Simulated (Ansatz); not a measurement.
# CH₇GaOSi: a ladder of functionals and wavefunction methods

The task here is to estimate one member of a computed series from the others.

Program: Ansatz 0.2.0, Gaussian basis. Level of theory: functionals in def2-TZVPP, the program's frozen cores in correlated methods. These are calculated values, not measurements.

Levels to be run: LDA (SPW92), PBE-D4, revPBE-D4, BLYP-D4, r2SCAN-D4, B97M-V, PBE0-D4, B3LYP-D4, r2SCANh-D4, r2SCAN0-D4, HSE06-D4, BHLYP-D4, CAM-B3LYP-D4, LC-ωPBE, ωB97X-V, ωB97M-V, B2PLYP, PBE-QIDH; CCSD(T)/def2-SVP; CCSD(T)/def2-TZVPP; MP2/def2-QZVPP; extrapolation to the limit; RPA on PBE.

### The relaxed structure

The geometry comes from an earlier relaxation with PBE0-D4 in a triple-zeta def2 set; it is a stationary point, not always the lowest conformer.

SMILES `O[SiH2][CH2][GaH2]`, 11 atoms, charge 0, spin multiplicity 1.

Atoms are counted from 1 here; the program's logs count them from 0.

Bond lengths: O1–Si2 1.699 Å, O1–H5 0.958 Å, Si2–C3 1.831 Å, Si2–H6 1.487 Å, Si2–H7 1.488 Å, C3–Ga4 2.024 Å, C3–H8 1.090 Å, C3–H9 1.090 Å, Ga4–H10 1.572 Å, Ga4–H11 1.570 Å. Angles: Si2–O1–H5 124.5°, O1–Si2–C3 97.0°, O1–Si2–H6 108.1°, O1–Si2–H7 108.0°, C3–Si2–H6 117.6°, C3–Si2–H7 116.3°, H6–Si2–H7 108.6°, Si2–C3–Ga4 94.9°, Si2–C3–H8 113.8°, Si2–C3–H9 113.4°, Ga4–C3–H8 112.3°, Ga4–C3–H9 112.2°, H8–C3–H9 109.7°, C3–Ga4–H10 117.9°, C3–Ga4–H11 118.8°, H10–Ga4–H11 121.8°.

Coordinates:

```csv
atom,x (Å),y (Å),z (Å)
O1,-0.8884,0.8448,-0.7138
Si2,-0.4124,0.7637,0.9150
C3,0.8400,-0.5576,0.7153
Ga4,0.4233,-0.8985,-1.2357
H5,-1.6801,1.2839,-1.0267
H6,0.0663,2.1106,1.3248
H7,-1.6107,0.4184,1.7265
H8,1.8651,-0.2184,0.8664
H9,0.6481,-1.4335,1.3359
H10,-0.6267,-2.0175,-1.5786
H11,1.3755,-0.2959,-2.3290
```

Set-up of the first run:

File in.yaml:

```yaml
crystal:
  periodic: [false, false, false]
  atoms:
    - {symbol: O, position_ang: [-0.888356, 0.844765, -0.713824]}
    - {symbol: Si, position_ang: [-0.412363, 0.763717, 0.914971]}
    - {symbol: C, position_ang: [0.840008, -0.557629, 0.715320]}
    - {symbol: Ga, position_ang: [0.423346, -0.898488, -1.235720]}
    - {symbol: H, position_ang: [-1.680120, 1.283882, -1.026671]}
    - {symbol: H, position_ang: [0.066257, 2.110584, 1.324811]}
    - {symbol: H, position_ang: [-1.610740, 0.418423, 1.726493]}
    - {symbol: H, position_ang: [1.865070, -0.218378, 0.866369]}
    - {symbol: H, position_ang: [0.648127, -1.433505, 1.335876]}
    - {symbol: H, position_ang: [-0.626721, -2.017454, -1.578602]}
    - {symbol: H, position_ang: [1.375502, -0.295927, -2.329022]}
basis:
  gaussian: {orbitals: def2-TZVPP}
hamiltonian: {xc: lda}
output: {orbitals: {seedname: orbitals}}
```

The run is started by

```
$ ansatz run in.yaml --threads 2 --pin off --events-out ev --progress --plain --max-ram 22528MiB --backend cpu
```

Among the steps run: LDA; PBE-D4 (GGA); revPBE-D4 (GGA); BLYP-D4 (GGA); r2SCAN-D4 (meta-GGA); B97M-V (meta-GGA); PBE0-D4 (hybrid); B3LYP-D4 (hybrid); r2SCANh-D4 (hybrid); r2SCAN0-D4 (hybrid); HSE06-D4 (hybrid); BHLYP-D4 (hybrid); CAM-B3LYP-D4 (range-separated); LC-ωPBE (range-separated); ωB97X-V (range-separated); ωB97M-V (range-separated); B2PLYP (double hybrid); PBE-QIDH (double hybrid).

One table of the session follows, with a row left open; its other results are not shown here.

It belongs to the step «Frontier levels by functional». 

```
  functional  HOMO (eV)  gap (eV)
 LDA (SPW92)      -6.45      4.72
      PBE-D4      -6.32      4.82
   revPBE-D4      -6.27      4.88
     BLYP-D4      -6.16      4.75
   r2SCAN-D4      -6.56      5.45
      B97M-V      -6.67      5.31
     PBE0-D4      -7.46      6.79
    B3LYP-D4      -7.23      6.31
  r2SCANh-D4      -6.98      6.15
  r2SCAN0-D4      -7.63      7.19
    HSE06-D4      -7.07      6.03
    BHLYP-D4      -8.48      8.59
CAM-B3LYP-D4          ?         ?
     LC-ωPBE     -10.12     11.52
     ωB97X-V      -9.76     10.99
     ωB97M-V      -9.62     10.54
```

Estimate the missing values for CAM-B3LYP-D4.

As computed: HOMO (eV): -8.75; gap (eV): 8.97. In the column «HOMO (eV)» it lies between ωB97M-V (-9.62) and BHLYP-D4 (-8.48).
